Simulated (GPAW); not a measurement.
Crystal: Ba2Tl5V3O12.

```
Ba V Tl O
1.0
     4.23698    2.44622    6.12840
    -4.23698    2.44622    6.12840
     0.00000   -4.89244    6.12840
Ba V Tl O
2 3 5 12
Direct
  0.50000 0.50000 0.50000
  0.00000 0.00000 0.00000
  0.50000 0.50000 0.00000
  0.00000 0.50000 0.50000
  0.50000 0.00000 0.50000
  0.00000 0.00000 0.50000
  0.50000 0.00000 0.00000
  0.00000 0.50000 0.00000
  0.74045 0.74045 0.74045
  0.25955 0.25955 0.25955
  0.71652 0.08089 0.41242
  0.41242 0.71652 0.08089
  0.08089 0.41242 0.71652
  0.58758 0.91911 0.28348
  0.91911 0.28348 0.58758
  0.28348 0.58758 0.91911
  0.28348 0.91911 0.58758
  0.58758 0.28348 0.91911
  0.91911 0.58758 0.28348
  0.41242 0.08089 0.71652
  0.08089 0.71652 0.41242
  0.71652 0.41242 0.08089
```

The cell was built by a generator and needn't be a form met in nature.

Base run:

```yaml
Program: GPAW 26.7.0
Functional: RPBE
Potentials_or_basis: the program's PAW data sets (release 1.2.1) made for this functional
Cutoff: 800 eV
Basis: pw
k_mesh: 3 × 3 × 3
Occupations: fermi-dirac, width 0.05 eV
Spin: collinear spin, ferromagnetic start
Starting_moments: "[0.0, 0.0, 2.0, 2.0, 2.0, 0.0, 0.0, 0.0, 0.0, 0.0, 0.0, 0.0, 0.0, 0.0, 0.0, 0.0, 0.0, 0.0, 0.0, 0.0, 0.0, 0.0] μB"
```

Its results: pressure 3.9 GPa; net moment 1.24 μB per cell; site moments Ba +0.00, -0.00; V +0.37; Tl +0.00, +0.02; O -0.01 μB; largest force 0.543 eV/Å.

Q: After a change of settings the same cell gave: pressure 3.0 GPa; net moment 1.22 μB per cell; site moments Ba +0.00, -0.00; V +0.36; Tl +0.00, +0.02; O -0.01 μB; largest force 0.475 eV/Å. Which change was it?
A. functional from RPBE to TPSS; potentials or basis from the program's PAW data sets (release 1.2.1) made for this functional to GPAW PAW data sets (gpaw-data 1.2.1)
B. functional from RPBE to revPBE
C. functional from RPBE to LDA
D. functional from RPBE to PBEsol; potentials or basis from the program's PAW data sets (release 1.2.1) made for this functional to PAW data sets generated in the run's folder for this functional

A: B.

Not every run made on this cell is shown here.
